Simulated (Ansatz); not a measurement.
Which YAML input does this script hand to the engine? (Ansatz 0.2.0, Python API)

`run_energy.py`
```python
"""Single point of BClFGeH3."""

import warnings

import ansatz as az


def main() -> None:
    warnings.simplefilter("ignore", az.DeckWarning)

    geometry_ang = [
        ("F", (1.6226, -1.6482, 0.328)),
        ("B", (0.2491, -1.0333, 0.423)),
        ("Cl", (-1.1219, -1.9593, 1.2635)),
        ("Ge", (-0.0508, 0.8004, -0.3642)),
        ("H", (1.1667, 1.3401, -1.0329)),
        ("H", (-0.592, 1.7633, 0.7638)),
        ("H", (-1.2125, 0.6689, -1.4269)),
    ]
    system = az.Crystal.molecule()
    for symbol, xyz in geometry_ang:
        system = system.atom(symbol, xyz)

    setup = (
        system.calculation()
        .basis(gaussian="6-31G*")
        .functional("HF")
    )
    done = setup.run(threads=1, backend="cpu")
    summary = done.report

    print(f"E = {summary['free_energy_ev']:.6f} eV = {summary['free_energy_ev'] / 27.211386246:.7f} Ha")
    print("converged:", summary["converged"], " doubts:", summary["published_state_doubts"] or "none")


if __name__ == "__main__":
    main()
```

```console
$ python run_energy.py
E = -72395.288648 eV = -2660.4777865 Ha
converged: True  doubts: none
```

`input.yaml`:
```yaml
crystal:
  periodic: [false, false, false]
  atoms:
    - { symbol: F, position_ang: [1.6226, -1.6482, 0.328] }
    - { symbol: B, position_ang: [0.2491, -1.0333, 0.423] }
    - { symbol: Cl, position_ang: [-1.1219, -1.9593, 1.2635] }
    - { symbol: Ge, position_ang: [-0.0508, 0.8004, -0.3642] }
    - { symbol: H, position_ang: [1.1667, 1.3401, -1.0329] }
    - { symbol: H, position_ang: [-0.592, 1.7633, 0.7638] }
    - { symbol: H, position_ang: [-1.2125, 0.6689, -1.4269] }
basis:
  gaussian: { orbitals: "6-31G*" }
hamiltonian:
  xc: hf
```

On the command line:
```console
$ ansatz run input.yaml --threads 1 --pin off --max-ram 4096MiB --backend cpu --events-out ev --progress --plain --runs-dir out
Engine: ansatz 0.2.0, aarch64-unknown-linux-gnu
Functional definition: HF
  exchange = exact_x
  correlation = 0
840 factors; integrals over basis functions are off by at most 5.9e-4 eV
mean field evaluation 1: about -72392.7952 eV, gradient 3.0e1 eV
mean field evaluation 2: about -72392.8237 eV, gradient 3.0e1 eV
mean field evaluation 4: about -72395.2387 eV, gradient 2.8e0 eV
mean field evaluation 8: about -72395.2886 eV, gradient 4.1e-4 eV
mean field -72395.28864765 eV, -2660.4777865122 hartree, gradient 1.5e-5 eV, S^2 0.000000; 0 other end points of the search recorded, 0 dependent functions left out
reference -72395.28864765 eV, -2660.4777865122 hartree; 33, 33 occupied and 57, 57 virtual orbitals, 840 factors
Total energy: -72395.28864765 eV, -2660.4777865122 hartree
```

Caveats:
- These settings explore the input space; basis and method may be short of convergence.
- The geometry is a force-field or estimated start, not a minimum of this method, and the basis set is short of its limit.
- Hardware and time: 1.9 s on 1 thread of Arm Neoverse V1, with other jobs on the host, peak memory 0.21 GiB.

(A comment or docstring line of the script was reworded after the run, the code is as it ran; lines on the test bed's own set-up are left out of the output.)
